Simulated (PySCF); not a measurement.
# Eu2H4 (Eu2(H)2(H)2): the cost of one run

The runs use PySCF 2.14.0; several levels, as the steps say, no spin–orbit coupling.

2 further runs of the same task are left out: 2 for a known fault of the program.

## 1. The system as given

6 atoms, charge 0, spin multiplicity 1.

Bond lengths: Eu1–Eu2 3.762 Å, Eu1–H3 2.349 Å, Eu1–H4 2.349 Å, Eu1–H5 2.184 Å, Eu2–H3 2.349 Å, Eu2–H4 2.349 Å, Eu2–H6 2.184 Å. Angles: Eu2–Eu1–H3 36.8°, Eu2–Eu1–H4 36.8°, Eu2–Eu1–H5 123.4°, H3–Eu1–H4 73.6°, H3–Eu1–H5 116.2°, H4–Eu1–H5 116.2°, Eu1–Eu2–H3 36.8°, Eu1–Eu2–H4 36.8°, Eu1–Eu2–H6 123.4°, H3–Eu2–H4 73.6°, H3–Eu2–H6 116.2°, H4–Eu2–H6 116.2°, Eu1–H3–Eu2 106.4°, Eu1–H4–Eu2 106.4°.

Geometry (Å):

```
atom    x (Å)    y (Å)    z (Å)
 Eu1   0.0000   0.7005   1.7459
 Eu2   0.0000  -0.7005  -1.7459
  H3   1.4063   0.0000   0.0000
  H4  -1.4063   0.0000   0.0000
  H5   0.0000  -0.5425   3.5414
  H6   0.0000   0.5425  -3.5414
```

Formal oxidation states: Eu +2. Each metal's 7 4f electrons lie in its core potential, so multiplicities, spins and levels count the valence alone. An earlier session relaxed this geometry at PBE0, Eu lcecp-0-SVP with ECP53, H def2-SVP (singlet, point group C2h).

At PBE0 on the finer grid: E = -61.046904 Eh, frontier levels not given, since the 4f levels lie in the core, Mulliken charge on Eu1 +0.52 e, largest force component 0.006 eV/Å. 

Levels to run: BP86; TPSS; PBE; wB97X; PBE0, TZVP. Hardware: 2 threads of Arm Neoverse V2, shared host.

## 2. BP86

run.py (the lines that set the calculation)

```python
mol = gto.M(atom='''
Eu     0.00000     0.70047     1.74589
Eu     0.00000    -0.70047    -1.74589
H      1.40627     0.00000     0.00000
H     -1.40627     0.00000     0.00000
H      0.00000    -0.54250     3.54138
H      0.00000     0.54250    -3.54138''',
    basis={'Eu': 'lcecp-0-SVP', 'H': 'def2-SVP'},
    ecp={'Eu': 'lcecp-0-SVP'},
    charge=0, spin=0)
mf = dft.RKS(mol, xc='B88,P86')
mf.grids.atom_grid = (75, 302)  # f atoms: unpruned, at least (60, 302)
mf = mf.density_fit()  # fitting sets: Eu AutoAux, H def2-universal-JKFIT
mf.conv_tol = 1e-08; mf.max_cycle = 55
mf.kernel(dm0)  # dm0: the density of the relaxed state
```

Command:

```bash
OMP_NUM_THREADS=2 python run.py
```

**Question.** How long does this run take on 2 threads of Arm Neoverse V2, shared host?

About 4.2 s.
